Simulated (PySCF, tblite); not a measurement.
# CH3BF2: dynamics, then NMR shifts and electronic excitations on frames, part 2 of 2

tblite 0.8.0 and PySCF 2.14.0. Atoms count from 0. Earlier steps stand in the parts before.

## 10. Excited states and response: 800 fs, PBE0/def2-SVPD

What the job is given:

```
{"job": {"kind": "uv", "xc": "PBE0", "basis": "def2-SVPD", "nstates": 5, "ntriplets": 0}, "charge": 0, "multiplicity": 1}
C     -1.605500     0.216500     0.510100
B     -0.201500    -0.507800     0.351300
F      0.801900    -0.193900     1.111200
F      0.135700    -1.500300    -0.458200
H     -1.492700     1.289400     0.297300
H     -1.864300     0.049200     1.546200
H     -2.462900    -0.140800    -0.064700
```

Method: TDDFT PBE0/def2-SVPD, vertical, gas phase, core orbitals frozen in the response.

Log:

```text
coarse grid: 6208 points
cycle   1  E = -264.0192350849  dE =  2.939e-01  |g| = 5.844e-01  |ddm| = 3.220e+00
cycle   2  E = -263.9796970959  dE =  3.954e-02  |g| = 7.877e-01  |ddm| = 1.093e+00
cycle   3  E = -264.0807479516  dE = -1.011e-01  |g| = 5.480e-02  |ddm| = 5.629e-01
cycle   4  E = -264.0813719108  dE = -6.240e-04  |g| = 1.485e-02  |ddm| = 6.271e-02
cycle   5  E = -264.0814245950  dE = -5.268e-05  |g| = 2.381e-03  |ddm| = 1.428e-02
cycle   6  E = -264.0814252740  dE = -6.791e-07  |g| = 1.318e-03  |ddm| = 2.628e-03
final grid: 61744 points
cycle   7  E = -264.1148996415  dE = -3.778e-05  |g| = 4.497e-03  |ddm| = 4.419e-02
cycle   8  E = -264.1148987237  dE =  9.177e-07  |g| = 4.988e-03  |ddm| = 9.245e-03
cycle   9  E = -264.1149045434  dE = -5.820e-06  |g| = 5.121e-04  |ddm| = 4.602e-03
cycle  10  E = -264.1149045815  dE = -3.805e-08  |g| = 1.569e-04  |ddm| = 4.754e-04
cycle  11  E = -264.1149045855  dE = -4.072e-09  |g| = 2.690e-05  |ddm| = 1.416e-04
cycle  12  E = -264.1149045857  dE = -1.659e-10  |g| = 6.747e-06  |ddm| = 4.062e-05
converged SCF energy = -264.1149045857

Static polarisability (au): isotropic 27.492, principal 24.304 27.377 30.794

Singlet excitations
state   eV       nm        f      main configurations
  1   8.8891    139.5   0.02758   H->L+1 0.58, H->L 0.39
  2   9.3716    132.3   0.08107   H->L 0.60, H->L+1 0.40
  3   9.6826    128.0   0.00031   H-1->L+1 0.53, H-1->L 0.34
  4  10.2945    120.4   0.03372   H-1->L 0.64, H-1->L+1 0.30
  5  10.3248    120.1   0.00229   H-3->L+1 0.51, H-3->L 0.32, H-1->L+1 0.15
```

It took 4 s on 1 thread of Arm Neoverse V1, shared host; peak memory 0.45 GiB.

Key values: HOMO -10.34 eV, LUMO 0.29 eV; lowest singlet 8.89 eV.

## 11. Nuclear shieldings: 1000 fs, PBE0/pcSseg-1

What the job is given:

```
{"job": {"kind": "nmr", "xc": "PBE0", "basis": "pcSseg-1", "pop": false}, "charge": 0, "multiplicity": 1}
C     -1.714200    -0.184200     1.066200
B     -0.234800    -0.653200     0.789200
F      0.879900    -0.531200     1.542100
F      0.107900    -1.021300    -0.437000
H     -1.901300     0.691400     0.421300
H     -1.968300     0.039500     2.063100
H     -2.400600    -0.920700     0.731100
```

Level: GIAO PBE0/pcSseg-1 NMR shielding, non-relativistic, gas phase.

Log:

```text
coarse grid: 6208 points
cycle   1  E = -264.1777490863  dE =  2.944e-01  |g| = 6.481e-01  |ddm| = 2.134e+00
cycle   2  E = -264.1305255015  dE =  4.722e-02  |g| = 8.908e-01  |ddm| = 7.263e-01
cycle   3  E = -264.2484437857  dE = -1.179e-01  |g| = 6.070e-02  |ddm| = 4.106e-01
cycle   4  E = -264.2492064046  dE = -7.626e-04  |g| = 1.734e-02  |ddm| = 4.606e-02
cycle   5  E = -264.2492712607  dE = -6.486e-05  |g| = 2.466e-03  |ddm| = 1.144e-02
cycle   6  E = -264.2492718989  dE = -6.381e-07  |g| = 1.491e-03  |ddm| = 1.796e-03
final grid: 61744 points
cycle   7  E = -264.2792073745  dE = -3.697e-05  |g| = 5.604e-03  |ddm| = 1.326e-02
cycle   8  E = -264.2792061760  dE =  1.199e-06  |g| = 6.204e-03  |ddm| = 6.367e-03
cycle   9  E = -264.2792135269  dE = -7.351e-06  |g| = 6.649e-04  |ddm| = 3.415e-03
cycle  10  E = -264.2792135893  dE = -6.243e-08  |g| = 1.654e-04  |ddm| = 3.852e-04
cycle  11  E = -264.2792135939  dE = -4.575e-09  |g| = 3.617e-05  |ddm| = 1.020e-04
cycle  12  E = -264.2792135942  dE = -2.744e-10  |g| = 9.480e-06  |ddm| = 2.784e-05
converged SCF energy = -264.2792135942

GIAO shielding tensors (ppm)
atom      isotropic    diamagn.    paramagn.     s11        s22        s33       span
  0 C      192.491     253.902     -61.410    181.868    192.890    202.715     20.847
  1 B       70.202     193.823    -123.621     39.488     78.230     92.887     53.399
  2 F      231.997     469.361    -237.364     47.975    294.170    353.847    305.872
  3 F      221.188     471.519    -250.331     36.158    272.696    354.709    318.551
  4 H       30.750      30.968      -0.218     26.778     28.111     37.361     10.583
  5 H       32.163      29.818       2.345     27.854     29.312     39.324     11.470
  6 H       31.837      30.116       1.722     27.799     29.318     38.395     10.595
```

Run time: 2.5 s. Hardware: 1 thread of Arm Neoverse V1, shared host; peak memory 0.45 GiB.

This run: δ C0 -5.6, B1 29.9, F3 -50.2, F2 -61.1, H4 0.97, H6 -0.12 ppm.

## 12. Excited states and response: 1000 fs, PBE0/def2-SVPD

The job, as its differences from that of step 11:

```diff
@@ -1,2 +1,2 @@
-{"job": {"kind": "nmr", "xc": "PBE0", "basis": "pcSseg-1", "pop": false}, "charge": 0, "multiplicity": 1}
+{"job": {"kind": "uv", "xc": "PBE0", "basis": "def2-SVPD", "nstates": 5, "ntriplets": 0}, "charge": 0, "multiplicity": 1}
 C     -1.714200    -0.184200     1.066200
```

Level: TDDFT PBE0/def2-SVPD, vertical, gas phase, core orbitals frozen in the response.

Log:

```text
coarse grid: 6208 points
cycle   1  E = -264.0151415931  dE =  2.703e-01  |g| = 5.998e-01  |ddm| = 3.224e+00
cycle   2  E = -263.9684584175  dE =  4.668e-02  |g| = 8.277e-01  |ddm| = 1.138e+00
cycle   3  E = -264.0808382506  dE = -1.124e-01  |g| = 6.264e-02  |ddm| = 5.924e-01
cycle   4  E = -264.0816666743  dE = -8.284e-04  |g| = 1.464e-02  |ddm| = 7.174e-02
cycle   5  E = -264.0817177806  dE = -5.111e-05  |g| = 2.266e-03  |ddm| = 1.455e-02
cycle   6  E = -264.0817184166  dE = -6.359e-07  |g| = 1.294e-03  |ddm| = 2.574e-03
final grid: 61744 points
cycle   7  E = -264.1130547872  dE = -3.000e-05  |g| = 5.030e-03  |ddm| = 4.287e-02
cycle   8  E = -264.1130538272  dE =  9.600e-07  |g| = 5.529e-03  |ddm| = 1.055e-02
cycle   9  E = -264.1130605751  dE = -6.748e-06  |g| = 6.047e-04  |ddm| = 5.115e-03
cycle  10  E = -264.1130606321  dE = -5.702e-08  |g| = 1.356e-04  |ddm| = 5.287e-04
cycle  11  E = -264.1130606354  dE = -3.219e-09  |g| = 2.679e-05  |ddm| = 1.301e-04
cycle  12  E = -264.1130606355  dE = -1.764e-10  |g| = 4.568e-06  |ddm| = 3.963e-05
converged SCF energy = -264.1130606355

Static polarisability (au): isotropic 27.352, principal 24.114 27.122 30.819

Singlet excitations
state   eV       nm        f      main configurations
  1   8.6866    142.7   0.03856   H->L 0.91
  2   9.3109    133.2   0.00035   H-1->L 0.85
  3   9.7524    127.1   0.07044   H->L+1 0.92
  4  10.1177    122.5   0.03190   H-3->L 0.51, H-2->L 0.35
  5  10.2932    120.5   0.08909   H-2->L 0.61, H-3->L 0.34
```

Run time: 4 s. Hardware: 1 thread of Arm Neoverse V1, shared host; peak memory 0.45 GiB.

Key values: HOMO -10.60 eV, LUMO -0.18 eV; lowest singlet 8.69 eV.

## 13. Comparing the runs: NMR shifts

Shifts (ppm), with basis size and wall time:

| frame | C0 | H6 | H5 | H4 | B1 | F3 | F2 | functions | time |
| --- | --- | --- | --- | --- | --- | --- | --- | --- | --- |
| 250 fs | -0.5 | 2.04 | 1.48 | 0.21 | 29.7 | -55.0 | -66.5 | 83 | 3 s |
| 425 fs | 0.5 | 2.00 | 0.87 | 0.66 | 28.5 | -59.4 | -67.2 | 83 | 2.4 s |
| 625 fs | -4.9 | 0.57 | 0.44 | 0.21 | 30.4 | -55.5 | -64.3 | 83 | 2.5 s |
| 800 fs | -3.6 | 0.66 | 0.31 | 0.91 | 27.5 | -64.1 | -60.9 | 83 | 2.5 s |
| 1000 fs | -5.6 | -0.12 | -0.45 | 0.97 | 29.9 | -50.2 | -61.1 | 83 | 2.5 s |

## 14. Comparing the runs: electronic excitations

Excitations and ground-state properties, with basis size and wall time:

| frame | lowest singlet (eV) | brightest (eV) | f | gap (eV) | α (Å³) | μ (D) | functions | time |
| --- | --- | --- | --- | --- | --- | --- | --- | --- |
| 250 fs | 8.83 | 9.56 | 0.083 | 10.67 | 4.14 | 2.00 | 110 | 4 s |
| 425 fs | 8.66 | 9.27 | 0.080 | 10.45 | 4.13 | 1.63 | 110 | 4 s |
| 625 fs | 8.68 | 10.34 | 0.080 | 10.43 | 4.04 | 1.90 | 110 | 4 s |
| 800 fs | 8.89 | 9.37 | 0.081 | 10.63 | 4.07 | 1.87 | 110 | 4 s |
| 1000 fs | 8.69 | 10.29 | 0.089 | 10.42 | 4.05 | 2.11 | 110 | 4 s |

## 15. What came out

This closing draws on all 2 parts.

| quantity | value |
| --- | --- |
| thermostat | 200 K |
| mean temperature, second half | 173 K |
| mean potential energy above the minimum | 0.09 eV |
| 13C shifts against TMS (PBE0/pcSseg-1, 250 fs) | -0.5 ppm |
| 1H shifts against TMS (PBE0/pcSseg-1, 250 fs) | 2.04, 1.48, 0.21 ppm |
| 11B shifts against BF3·OEt2 (PBE0/pcSseg-1, 250 fs) | 29.7 ppm |
| 19F shifts against CFCl3 (PBE0/pcSseg-1, 250 fs) | -55.0, -66.5 ppm |
| lowest singlet (PBE0/def2-SVPD, 250 fs) | 8.83 eV (140 nm), f = 0.020 |
| brightest single state of those computed | state 3, 9.56 eV, f = 0.083 |
| range of the shift of F3 | -64.1 to -50.2 ppm |
| range of the lowest singlet | 8.66 to 8.89 eV |

In words: In the second half the potential energy averages 0.09 eV above the minimum; equipartition over 15 harmonic modes at 200 K would give 0.13 eV. With 7 atoms the temperature swings widely (69 to 346 K). Shifts at one fixed geometry are not the observed spectrum, which averages over the motion. In the first frame run (250 fs): The first singlet state (HOMO→LUMO 0.96) lies at 8.83 eV and is weak; of the 5 states computed, the strongest absorption comes from state 3 at 9.56 eV (the last state computed is bright too, and its partners may lie past the list). In ppm, F3 moves most: its shift spreads over 13.9 ppm, from -64.1 (800 fs) to -50.2 (1000 fs). The lowest singlet runs from 8.66 eV (425 fs) to 8.89 eV (800 fs), while the orbital gap spans 10.42 to 10.67 eV. The lowest state need not be the same one in every run.
